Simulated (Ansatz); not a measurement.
# LaPb3: the cost of one run

Computed with Ansatz 0.2.0 (DFT PBEsol, scalar-relativistic, unless a step's input says otherwise).

### 1 The structure to begin with

Symmetry: Pm-3m, No. 221, cubic system. The conventional cell has a = 4.906 Å, b = 4.906 Å, c = 4.906 Å, α = 90.00°, β = 90.00°, γ = 90.00°. Around La (site symmetry m-3m) lie 12 Pb at 3.47 Å. Around Pb (site symmetry 4/mmm) lie 4 La at 3.47 Å and 8 Pb at 3.47 Å.

Coordinates:

```xyz
4
Lattice="4.9060 0.0000 0.0000 0.0000 4.9060 0.0000 0.0000 0.0000 4.9060" Properties=species:S:1:pos:R:3 pbc="T T T"
La    0.0000    0.0000    0.0000
Pb    0.0000    2.4530    2.4530
Pb    2.4530    0.0000    2.4530
Pb    2.4530    2.4530    0.0000
```

Atoms are numbered in the order of the input: La1, Pb2, Pb3, Pb4.

### 2 The deformed structure

Space group Pm-3m before, P4/mmm after.

### 3 LAPW, all electrons

Input file input.yaml:

```yaml
crystal:
  lattice:
    - [4.906, 0.0, 0.0]
    - [0.0, 4.906, 0.0]
    - [0.0, 0.0, 4.80788]
  atoms:
    - { symbol: La, position: [0.0, 0.0, 0.0] }
    - { symbol: Pb, position: [0.0, 0.5, 0.5] }
    - { symbol: Pb, position: [0.5, 0.0, 0.5] }
    - { symbol: Pb, position: [0.5, 0.5, 0.0] }
kpoints:
  mp_grid: { grid: [7, 7, 7] }
  band_path:
    path:
      - [0.0, 0.0, 0.0]
      - [0.0, 0.5, 0.0]
      - [0.5, 0.5, 0.0]
      - [0.0, 0.0, 0.0]
      - [0.0, 0.0, 0.5]
      - [0.0, 0.5, 0.5]
      - [0.5, 0.5, 0.5]
      - [0.0, 0.0, 0.5]
      - [0.0, 0.5, 0.0]
    npoints: 5
scf:
  occupations: { method: fermi_dirac, width: 0.05 }
hamiltonian:
  xc: pbesol
  pseudopotentials: { kind: all_electron, lapw: { basis_error: 0.001 } }
output:
  forces: true
  stress: true
  eigenvalues: true
```

On the command line:

```bash
$ ansatz run input.yaml --threads 1 --pin off --max-ram 4096MiB --backend cpu --events-out ev --progress --plain --runs-dir out
```

**Question.** How long does this run take on 1 thread of Intel Xeon 6975P-C (Granite Rapids), shared host, and how much memory does it need?

About 51 s, with a peak of 0.67 GiB.
